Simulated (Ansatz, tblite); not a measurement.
# The cluster Sr4Te4: rung by rung

Aim: run the singlet of the cluster Sr4Te4 at one geometry on many levels, and compare frontier levels, spin and run time.

The runs use Ansatz 0.2.0, Gaussian basis; as each input shows.

The runs, in order: GFN1-xTB, GFN2-xTB, PBE-D4/def2-TZVP, r2SCAN-D4/def2-TZVP, LDA/def2-TZVP, r2SCAN0-D4/def2-TZVP, PBE-D4/def2-SVP, PBE0-D4/def2-SVP, PBE0-D4/def2-TZVPD, PBE-D4/def2-TZVPD, LDA/def2-TZVPD, MP2/def2-TZVP, RPA/def2-TZVP.

6 further runs of the same task are left out: 4 that didn't finish, 2 set aside as unsound or not needed. Runs told in other sessions of the task aren't counted.

**1. The structure**

The geometry is that of the singlet, from an earlier relaxation (r2SCAN-D4/def2-SVP). At that level it is the lowest of the isomers that a small search found.

8 atoms, charge 0, spin multiplicity 1.

Bond lengths: Sr1–Te6 3.039 Å, Sr1–Te7 3.039 Å, Sr2–Te6 3.038 Å, Sr2–Te8 3.038 Å, Sr3–Te5 3.038 Å, Sr3–Te7 3.038 Å, Sr4–Te5 3.039 Å, Sr4–Te8 3.039 Å. Angles: Te6–Sr1–Te7 154.2°, Te6–Sr2–Te8 152.7°, Te5–Sr3–Te7 152.7°, Te5–Sr4–Te8 154.2°, Sr3–Te5–Sr4 116.5°, Sr1–Te6–Sr2 116.6°, Sr1–Te7–Sr3 116.0°, Sr2–Te8–Sr4 116.0°.

Sr, Te take a core potential in the def2 sets. No spin-orbit coupling is included.

PBE0-D4/def2-TZVP was run before; its log isn't repeated, and its numbers join the tables.

**2. GFN1-xTB**

Tight binding, by tblite at 300 K electronic temperature and without a spin-polarisation term:

```python
tblite.interface.Calculator('GFN1-xTB', numbers, positions, charge=0, uhf=0).singlepoint()
```

Energy -479.0669 eV, HOMO -8.78 eV, LUMO -7.31 eV; 0.015 s.

**3. GFN2-xTB**

Tight binding, by tblite at 300 K electronic temperature and without a spin-polarisation term:

```python
tblite.interface.Calculator('GFN2-xTB', numbers, positions, charge=0, uhf=0).singlepoint()
```

Energy -394.1826 eV, HOMO -5.95 eV, LUMO -4.69 eV; 0.04 s.

**4. PBE-D4/def2-TZVP**

start.molden holds the orbitals of an earlier run on this state, given as this run's starting guess.

Contents of in.yaml:

```yaml
crystal:
  periodic: [false, false, false]
  atoms:
    - {symbol: Sr, position_ang: [-3.612427, -0.076500, -0.300406]}
    - {symbol: Sr, position_ang: [-0.075059, 3.670527, 0.111299]}
    - {symbol: Sr, position_ang: [0.075837, -3.670345, -0.113373]}
    - {symbol: Sr, position_ang: [3.612133, 0.075409, 0.304078]}
    - {symbol: Te, position_ang: [2.976904, -2.896065, 0.349436]}
    - {symbol: Te, position_ang: [-3.008196, 2.885665, 0.008896]}
    - {symbol: Te, position_ang: [-2.862371, -3.013317, -0.519957]}
    - {symbol: Te, position_ang: [2.893190, 3.024615, 0.160037]}
basis:
  gaussian: {orbitals: def2-TZVP, initial_orbitals: start.molden}
hamiltonian: {xc: pbe, dispersion: d4}
scf: {omitted_lower_state_checks: [starts]}
output: {orbitals: {seedname: orbitals}}
```

On the command line:

```sh
$ ansatz run in.yaml --threads 4 --pin off --events-out ev --progress --plain --max-ram 4787MiB
```

The runs that follow: r2SCAN-D4/def2-TZVP; LDA/def2-TZVP; r2SCAN0-D4/def2-TZVP; PBE-D4/def2-SVP; PBE0-D4/def2-SVP; PBE0-D4/def2-TZVPD; PBE-D4/def2-TZVPD; LDA/def2-TZVPD; MP2/def2-TZVP; RPA/def2-TZVP.

Q: Predict the results of all the runs planned. Wanted: gap in def2-TZVP, named functionals, smallest and largest; correlation energy, MP2/def2-TZVP; binding an atom, functionals in def2-TZVP; PBE0 total energy, smallest basis above largest.

As calculated:

| quantity | value |
| --- | --- |
| gap in def2-TZVP, named functionals, smallest and largest | 1.81 eV (LDA), 3.59 eV (r2SCAN0-D4) |
| correlation energy, MP2/def2-TZVP | -67.60 eV |
| binding an atom, functionals in def2-TZVP | 2.52 (PBE-D4) to 2.80 eV (LDA) |
| PBE0 total energy, smallest basis above largest | 1.93 eV (def2-SVP, def2-TZVPD) |

In words: Over the named functionals in def2-TZVP the gap runs from 1.81 eV (LDA) to 3.59 eV (r2SCAN0-D4); exact exchange widens it.
